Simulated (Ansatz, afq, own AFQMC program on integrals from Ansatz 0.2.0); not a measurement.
# Ge₂H₂ (triplet): AFQMC on the coupled-cluster ladder at angle Ge2–Ge1–H3 = 71.8°, cc-pVDZ, part 2 of 2

Ansatz 0.2.0, Gaussian basis, and an in-house AFQMC program (afq) on its integrals; all values are calculated; cc-pVDZ, frozen cores.

## (12) CCSD(T) on UHF

Contents of in.yaml:

```yaml
crystal:
  periodic: [false, false, false]
  atoms:
    - {symbol: Ge, position_ang: [0.000000, -0.391639, 1.144092]}
    - {symbol: Ge, position_ang: [0.000000, 0.388237, -1.132711]}
    - {symbol: H, position_ang: [0.000000, 1.189375, 1.163628]}
    - {symbol: H, position_ang: [0.000000, -0.944234, -1.983891]}
basis:
  gaussian: {orbitals: cc-pVDZ}
magnetization: {spin_polarized: true, initial_magnetization: 2}
correlation: {method: ccsd_t, electrons: outside_noble_gas, hamiltonian_folder: ham}
```

The run is started by

```sh
$ ansatz run in.yaml --threads 1 --pin off --events-out ev --progress --plain --max-ram 1382MiB
```

Log, cut to the lines that bear on the results:

```text
Functional definition: HF
  name "HF"
  cite "Fock, Z. Phys. 61, 126 (1930) doi:10.1007/BF01340294"
  parent pbe
[...]
742 factors; integrals over basis functions are off by at most 1.3e-3 eV
[...]
mean field -112974.93331140 eV, -4151.7522220337 hartree, gradient 2.5e-6 eV, S^2 2.034646; 8 other end points of the search recorded, 0 dependent functions left out
determinant -112974.93331140 eV, -4151.7522220337 hartree, with singles and doubles -112979.95981210 eV, -4151.9369425276 hartree
determinant -112973.33802546 eV, -4151.6935963567 hartree, with singles and doubles -112978.13408104 eV, -4151.8698481484 hartree
determinant -112972.92234301 eV, -4151.6783203086 hartree, with singles and doubles -112978.07389382 eV, -4151.8676363088 hartree
determinant -112972.69058137 eV, -4151.6698032255 hartree, with singles and doubles -112977.70449815 eV, -4151.8540612684 hartree
28 core orbitals not correlated: weight in the atoms' cores, before any rotation towards them, 1.000 or more for the frozen orbitals, at most 0.000 for the correlated occupied ones
reference -112974.93331140 eV, -4151.7522220337 hartree; 6, 4 occupied and 30, 32 virtual orbitals, 742 factors
second order -4.02767234 eV of doubles, -0.00000000 eV of singles
cycle   1  -5.02651971 eV  change   -1.9e-5 eV  update   2.0e-3
[...]
cycle   8  -5.02741338 eV  change    1.1e-5 eV  update   7.3e-6
perturbative correction -0.19261711 eV, -0.0070785481 hartree
Total energy: -112980.15334188 eV, -4151.9440546158 hartree
```

It took 11 s on 1 thread of Arm Neoverse V2, shared host.

From the report: ⟨S²⟩ of the determinant 2.035 (pure triplet: 2.00); correlation -5.2200 eV; T1 0.027; largest double amplitude 0.08.

This run also writes the integrals to the folder ham.

## (13) CCSDT(Q) on UHF

in.yaml, as its differences from that of step 12:

```diff
@@ -10,2 +10,2 @@
 magnetization: {spin_polarized: true, initial_magnetization: 2}
-correlation: {method: ccsd_t, electrons: outside_noble_gas, hamiltonian_folder: ham}
+correlation: {method: ccsdt_q, electrons: outside_noble_gas}
```

Launched as before.

Log, cut to the lines that bear on the results:

```text
Functional definition: HF
  name "HF"
  cite "Fock, Z. Phys. 61, 126 (1930) doi:10.1007/BF01340294"
  parent pbe
[...]
1295 factors; integrals over basis functions are off by at most 2.0e-7 eV
[...]
mean field -112974.93344515 eV, -4151.7522269488 hartree, gradient 2.9e-6 eV, S^2 2.034647; 8 other end points of the search recorded, 0 dependent functions left out
determinant -112974.93344515 eV, -4151.7522269488 hartree, with singles and doubles -112979.95994690 eV, -4151.9369474813 hartree
determinant -112973.33817049 eV, -4151.6936016867 hartree, with singles and doubles -112978.13423666 eV, -4151.8698538673 hartree
determinant -112972.92248862 eV, -4151.6783256596 hartree, with singles and doubles -112978.07403688 eV, -4151.8676415664 hartree
determinant -112972.69073213 eV, -4151.6698087655 hartree, with singles and doubles -112977.70464157 eV, -4151.8540665389 hartree
28 core orbitals not correlated: weight in the atoms' cores, before any rotation towards them, 1.000 or more for the frozen orbitals, at most 0.000 for the correlated occupied ones
reference -112974.93344515 eV, -4151.7522269488 hartree; 6, 4 occupied and 30, 32 virtual orbitals, 1295 factors
second order -4.02769414 eV of doubles, -0.00000000 eV of singles
cycle   1  -4.70345941 eV  change   -6.8e-1 eV  update   9.2e-2
[...]
cycle  21  -5.26422364 eV  change    6.1e-7 eV  update   3.3e-7
perturbative correction -0.01321215 eV, -0.0004855376 hartree
Total energy: -112980.21088093 eV, -4151.9461691369 hartree
```

It took 25 s on 1 thread of Arm Neoverse V2, shared host; peak memory 0.32 GiB.

From the report: ⟨S²⟩ of the determinant 2.035 (pure triplet: 2.00); correlation -5.2774 eV; T1 0.030; largest double amplitude 0.10.

## (14) Phaseless AFQMC, CISD trial on UHF

It reads the integrals that the CCSD(T) run on this determinant wrote.

The run is started by

```sh
$ afq ham --method phaseless --trial cisd --walkers 60 --populations 1 --least-time 40 --time-step 0.005 --steps-per-block 50 --equilibration-blocks 28 --max-blocks 300 --target-error 0.00038 --factor-cut 1e-05 --start spin_pure --seed 1709 --release-times 0.24,0.51,0.99,1.62,2.4 --release-step 0.03 --release-every 4 --taylor-order 6
```

Log:

```text
orbitals 36  electrons 6 4  factors 296 of 742
reference energy -4151.75222203 Eh
CCSD correlation -0.18475385 Eh in 14 cycles, weight of the determinant in the CISD state 0.8536
energy of the start -4151.935815 Eh
 block  time / (1/Eh)  mean weight  energy / Eh
     1     0.250  1.0012  -4151.933734
     2     0.500  0.9988  -4151.934402
     3     0.750  1.0002  -4151.934825
     4     1.000  1.0015  -4151.936527
     5     1.250  1.0005  -4151.936649
     6     1.500  1.0019  -4151.938982
     7     1.750  0.9998  -4151.939760
     8     2.000  1.0012  -4151.943439
     9     2.250  1.0019  -4151.942701
    10     2.500  0.9987  -4151.942284
    13     3.250  1.0008  -4151.945040
    17     4.250  0.9981  -4151.953875
    21     5.250  0.9991  -4151.944837
    25     6.250  0.9995  -4151.946476
    29     7.250  0.9994  -4151.942364
    33     8.250  1.0001  -4151.945621
    37     9.250  1.0001  -4151.945099
    41    10.250  1.0000  -4151.944086
    45    11.250  0.9998  -4151.944367
    49    12.250  0.9981  -4151.944574
    53    13.250  1.0004  -4151.947242
    57    14.250  0.9982  -4151.947379
    61    15.250  1.0001  -4151.945859
    65    16.250  1.0005  -4151.944361
    69    17.250  1.0036  -4151.953694
    73    18.250  1.0017  -4151.944196
    77    19.250  0.9992  -4151.944296
    81    20.250  0.9999  -4151.940733
    85    21.250  0.9988  -4151.942448
    89    22.250  1.0013  -4151.941232
    93    23.250  1.0005  -4151.943274
    97    24.250  1.0003  -4151.947363
   101    25.250  0.9972  -4151.943652
   105    26.250  1.0003  -4151.944501
   109    27.250  1.0001  -4151.942378
   113    28.250  0.9988  -4151.941645
   117    29.250  0.9992  -4151.942747
   121    30.250  0.9993  -4151.941414
   125    31.250  0.9989  -4151.943859
   129    32.250  0.9970  -4151.949000
   133    33.250  0.9999  -4151.950022
   137    34.250  0.9991  -4151.946213
   141    35.250  1.0010  -4151.948344
   145    36.250  1.0008  -4151.944615
   149    37.250  0.9981  -4151.945677
   153    38.250  0.9998  -4151.944840
   157    39.250  0.9989  -4151.941799
   161    40.250  0.9997  -4151.944432
   165    41.250  0.9999  -4151.944788
   169    42.250  1.0005  -4151.943438
   173    43.250  1.0010  -4151.948409
   177    44.250  0.9988  -4151.940027
   181    45.250  1.0008  -4151.938440
   185    46.250  0.9975  -4151.944951
blocks merged  error / Eh  count
     1  0.000224  160
     2  0.000279  80
     4  0.000333  40
     8  0.000373  20
    16  0.000492  10
released: time / (1/Eh)  energy / Eh  error  mean overlap
  0.24  -4151.945531  0.000496  1.0062
  0.51  -4151.945684  0.000470  0.9921
  0.99  -4151.945387  0.000480  1.0065
  1.62  -4151.945532  0.000619  0.9940
  2.40  -4151.946049  0.000656  0.9696
energy -4151.944795 +/- 0.000373 Eh
```

Wall time 3.1 min (1 thread of Arm Neoverse V2, shared host).

Energy -112980.1735 ± 0.0102 eV. Caveats: constraint bias not in the error. The error still grows with block length (0.0091 to 0.0134 eV), so the bar may be too small.

## (15) Phaseless AFQMC, single-determinant trial on UHF

It reads the integrals that the CCSD(T) run on this determinant wrote.

The run is started by

```sh
$ afq ham --method phaseless --trial hf --walkers 120 --populations 1 --least-time 40 --time-step 0.005 --steps-per-block 20 --equilibration-blocks 112 --max-blocks 600 --target-error 0.00114 --factor-cut 1e-05 --start spin_pure --seed 340 --taylor-order 6
```

Log:

```text
orbitals 36  electrons 6 4  factors 296 of 742
reference energy -4151.75222203 Eh
CCSD correlation -0.18475385 Eh in 14 cycles, weight of the determinant in the CISD state 0.8536
energy of the start -4151.752735 Eh
 block  time / (1/Eh)  mean weight  energy / Eh
     1     0.100  0.9995  -4151.779523
     2     0.200  1.0004  -4151.798827
     3     0.300  0.9999  -4151.814949
     4     0.400  1.0005  -4151.834149
     5     0.500  1.0018  -4151.850125
     6     0.600  1.0009  -4151.865361
     7     0.700  1.0008  -4151.871382
     8     0.800  1.0014  -4151.879098
     9     0.900  0.9993  -4151.881351
    10     1.000  1.0004  -4151.885944
    18     1.800  0.9991  -4151.905164
    35     3.500  0.9995  -4151.921984
    52     5.200  1.0002  -4151.970458
    69     6.900  0.9988  -4151.953771
    86     8.600  1.0008  -4151.964302
   103    10.300  1.0002  -4151.932271
   120    12.000  1.0003  -4151.936145
   137    13.700  0.9990  -4151.945290
   154    15.400  1.0005  -4151.948639
   171    17.100  0.9997  -4151.943721
   188    18.800  1.0016  -4151.942321
   205    20.500  0.9996  -4151.938750
   222    22.200  1.0012  -4151.940530
   239    23.900  0.9992  -4151.939564
   256    25.600  0.9993  -4151.934909
   273    27.300  0.9989  -4151.953642
   290    29.000  1.0001  -4151.931700
   307    30.700  0.9999  -4151.928518
   324    32.400  0.9994  -4151.938266
   341    34.100  1.0008  -4151.923999
   358    35.800  0.9999  -4151.958024
   375    37.500  0.9995  -4151.937806
   392    39.200  0.9937  -4151.953795
   409    40.900  1.0005  -4151.943693
   426    42.600  0.9986  -4151.936616
   443    44.300  1.0002  -4151.922365
   460    46.000  1.0006  -4151.944272
   477    47.700  0.9999  -4151.939301
   494    49.400  0.9999  -4151.940426
   511    51.100  0.9993  -4151.959545
   528    52.800  1.0008  -4151.934114
   545    54.500  0.9997  -4151.928240
   562    56.200  1.0001  -4151.934293
   579    57.900  0.9993  -4151.936378
   596    59.600  0.9983  -4151.937449
   613    61.300  1.0004  -4151.936679
   630    63.000  1.0002  -4151.928196
   647    64.700  0.9996  -4151.927831
   664    66.400  1.0004  -4151.928462
   681    68.100  0.9998  -4151.921723
   698    69.800  1.0004  -4151.951179
blocks merged  error / Eh  count
     1  0.000457  600
     2  0.000613  300
     4  0.000813  150
     8  0.001040  75
    16  0.001296  37
    32  0.001487  18
    64  0.001631  9
energy -4151.938311 +/- 0.001487 Eh
```

Wall time 3.4 min (1 thread of Arm Neoverse V2, shared host).

Energy -112979.9971 ± 0.0405 eV. Caveats: constraint bias not in the error.

## (16) Free-projection AFQMC, CISD trial on UHF

It reads the integrals that the CCSD(T) run on this determinant wrote.

The run is started by

```sh
$ afq ham --method free --trial cisd --walkers 60 --time-step 0.03 --max-blocks 80 --target-error 0.00038 --factor-cut 1e-05 --seed 1356 --times 0,0.21,0.42,0.81,1.2,1.8,2.4,3 --taylor-order 8
```

Log:

```text
orbitals 36  electrons 6 4  factors 296 of 742
reference energy -4151.75222203 Eh
CCSD correlation -0.18475385 Eh in 14 cycles, weight of the determinant in the CISD state 0.8536
repeat  energy at the last time / Eh  error
    10  -4151.945531  0.001286
    20  -4151.945713  0.000748
    30  -4151.945353  0.000546
    40  -4151.945706  0.000491
    50  -4151.945284  0.000462
    60  -4151.945722  0.000426
    70  -4151.945827  0.000406
    80  -4151.945938  0.000368
time / (1/Eh)  energy / Eh  error  mean overlap
  0.00  -4151.937063  0.000129  1.1720
  0.21  -4151.939758  0.000161  1.1690
  0.42  -4151.941370  0.000160  1.1761
  0.81  -4151.943434  0.000183  1.1769
  1.20  -4151.944222  0.000191  1.1830
  1.80  -4151.945065  0.000217  1.1905
  2.40  -4151.945475  0.000267  1.1865
  3.00  -4151.945938  0.000368  1.1918
energy -4151.945938 +/- 0.000368 Eh
```

Run time: 3 min. Hardware: 1 thread of Arm Neoverse V2, shared host.

Energy -112980.2046 ± 0.0100 eV. Caveats: remainder of the start not in the error.

## (17) AFQMC on the ladder

On the ROHF determinant, counted from CCSDT(Q) (a yardstick, not exact):

```tsv
level	energy (eV)	from CCSDT(Q) (meV)	statistical error (meV)	time
HF	-112974.7904	+5413.2		
MP2	-112978.9606	+1243.0		
CCSD	-112979.9428	+260.7		
CCSD(T)	-112980.1436	+59.9		
CCSDT(Q)	-112980.2036	0.0		
Phaseless AFQMC, CISD trial, step 0.005, 60 walkers	-112980.1792	+24.4	12.3	5.6 min
Phaseless AFQMC, single-determinant trial, step 0.005, 120 walkers	-112980.0351	+168.5	37.3	3.3 min
```

On the UHF determinant, counted from CCSDT(Q) (a yardstick, not exact):

```tsv
level	energy (eV)	from CCSDT(Q) (meV)	statistical error (meV)	time
HF	-112974.9333	+5277.6		
MP2	-112978.9610	+1249.9		
CCSD	-112979.9607	+250.2		
CCSD(T)	-112980.1533	+57.5		
CCSDT(Q)	-112980.2109	0.0		
Phaseless AFQMC, CISD trial, step 0.005, 60 walkers	-112980.1735	+37.4	10.2	3.1 min
Phaseless AFQMC, single-determinant trial, step 0.005, 120 walkers	-112979.9971	+213.8	40.5	3.4 min
Free-projection AFQMC, CISD trial, step 0.03, 60 walkers	-112980.2046	+6.3	10.0	3 min
```

The functionals' totals stand on their own zeros and serve differences with other points: PBE -113047.737 eV; r2SCAN -113064.180 eV; PBE0 -113050.567 eV; B3LYP -113067.481 eV; wB97M-V -113058.316 eV; B2PLYP -113041.941 eV.

## (18) Outcome

What follows sums up all 2 parts.

| quantity | value |
| --- | --- |
| CCSD(T) on ROHF from CCSDT(Q) | +59.9 meV |
| Phaseless AFQMC, CISD trial on ROHF from CCSDT(Q) | +24.4 ± 12.3 meV |
| Phaseless AFQMC, single-determinant trial on ROHF from CCSDT(Q) | +168.5 ± 37.3 meV |
| CCSD(T) on UHF from CCSDT(Q) | +57.5 meV |
| Phaseless AFQMC, CISD trial on UHF from CCSDT(Q) | +37.4 ± 10.2 meV |
| Phaseless AFQMC, single-determinant trial on UHF from CCSDT(Q) | +213.8 ± 40.5 meV |
| Free-projection AFQMC, CISD trial on UHF from CCSDT(Q) | +6.3 ± 10.0 meV |

In words: On ROHF the phaseless walk with the CISD trial lies +24.4 meV from CCSDT(Q), within three error bars. On UHF the phaseless walk with the CISD trial lies +37.4 meV from CCSDT(Q), 4 times its error bar. A single-determinant trial moves the result by +176.4 meV. Free projection has no constraint; at the last time it gives +6.3 ± 10.0 meV, and from a start that isn't spin pure other spins can mix in. Error bars are statistical and leave out the constraint, the time step and what remains of the start.
